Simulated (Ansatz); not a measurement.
# LiRhPb: the cost of one run

Program: Ansatz 0.2.0. Level of theory: reference: DFT r2SCAN, plane waves, PAW, scalar-relativistic, no spin polarisation. These are calculated values, not measurements.

## (1) The structure to begin with

Symmetry: P-6m2, No. 187, hexagonal system. The conventional cell has a = 4.676 Å, b = 4.676 Å, c = 10.383 Å, α = 90.00°, β = 90.00°, γ = 120.00°. Rh (site symmetry 3m) has 6 Li at 3.05 to 3.21 Å and 6 Pb at 3.21 to 3.28 Å and 2 Rh at 3.46 Å as nearest neighbours. Around Rh (site symmetry -6m2) lie 6 Pb at 3.14 Å and 6 Li at 3.38 Å and 2 Rh at 3.46 Å. Li (site symmetry 3m) is surrounded by 4 Pb at 2.73 to 3.16 Å and 3 Rh at 3.05 Å. Li (site symmetry -6m2) has 3 Pb at 2.70 Å as nearest neighbours. Around Pb (site symmetry 3m) lie 3 Li at 2.73 Å and 6 Rh at 3.14 to 3.28 Å and 1 Pb at 3.21 Å. Around Pb (site symmetry -6m2) lie 3 Li at 2.70 Å.

Structure file:

```cif
data_structure
_symmetry_space_group_name_H-M 'P 1'
_symmetry_Int_Tables_number 1
_cell_length_a 4.6759
_cell_length_b 4.6759
_cell_length_c 10.3833
_cell_angle_alpha 90.000
_cell_angle_beta 90.000
_cell_angle_gamma 60.000
_cell_volume 196.60
loop_
_atom_site_label
_atom_site_type_symbol
_atom_site_fract_x
_atom_site_fract_y
_atom_site_fract_z
_atom_site_occupancy
Rh1 Rh 0.00000 0.00000 0.33340 1
Rh2 Rh 0.00000 0.00000 0.66660 1
Rh3 Rh 0.00000 0.00000 0.00000 1
Li1 Li 0.33330 0.33340 0.19600 1
Li2 Li 0.33340 0.33330 0.80400 1
Li3 Li 0.66670 0.66660 0.50000 1
Pb1 Pb 0.66670 0.66660 0.15440 1
Pb2 Pb 0.66660 0.66670 0.84560 1
Pb3 Pb 0.33330 0.33340 0.50000 1
```

## (2) Baseline

Contents of input.yaml:

```yaml
crystal:
  lattice:
    - [2.337936, 4.049422, 0.0]
    - [-2.337936, 4.049422, 0.0]
    - [0.0, 0.0, 10.383328]
  atoms:
    - { symbol: Rh, position: [0.0, 0.0, 0.3334] }
    - { symbol: Rh, position: [0.0, 0.0, 0.6666] }
    - { symbol: Rh, position: [0.0, 0.0, 0.0] }
    - { symbol: Li, position: [0.3333, 0.3334, 0.196] }
    - { symbol: Li, position: [0.3334, 0.3333, 0.804] }
    - { symbol: Li, position: [0.6667, 0.6666, 0.5] }
    - { symbol: Pb, position: [0.6667, 0.6666, 0.1544] }
    - { symbol: Pb, position: [0.6666, 0.6667, 0.8456] }
    - { symbol: Pb, position: [0.3333, 0.3334, 0.5] }
  symmetry: { tolerance: 0.0003 }
kpoints:
  mp_grid: { grid: [5, 5, 2], shift: [0, 0, 0] }
magnetization:
  spin_polarized: false
scf:
  occupations: { method: fermi_dirac }
hamiltonian:
  pseudopotentials: { kind: paw }
  xc: r2scan
basis:
  ecutwfc: 500
output:
  forces: true
  stress: true
  eigenvalues: true
```

Started as:

```console
> ansatz run input.yaml --threads 1 --pin off --max-ram 2560MiB --backend cpu --events-out ev --progress --plain --runs-dir out
```

**Question.** How long does this run take on 1 thread of Intel Xeon Platinum 8375C at 2.90GHz (Ice Lake), shared host, and how much memory does it need?

About 25 s, with a peak of 0.91 GiB.
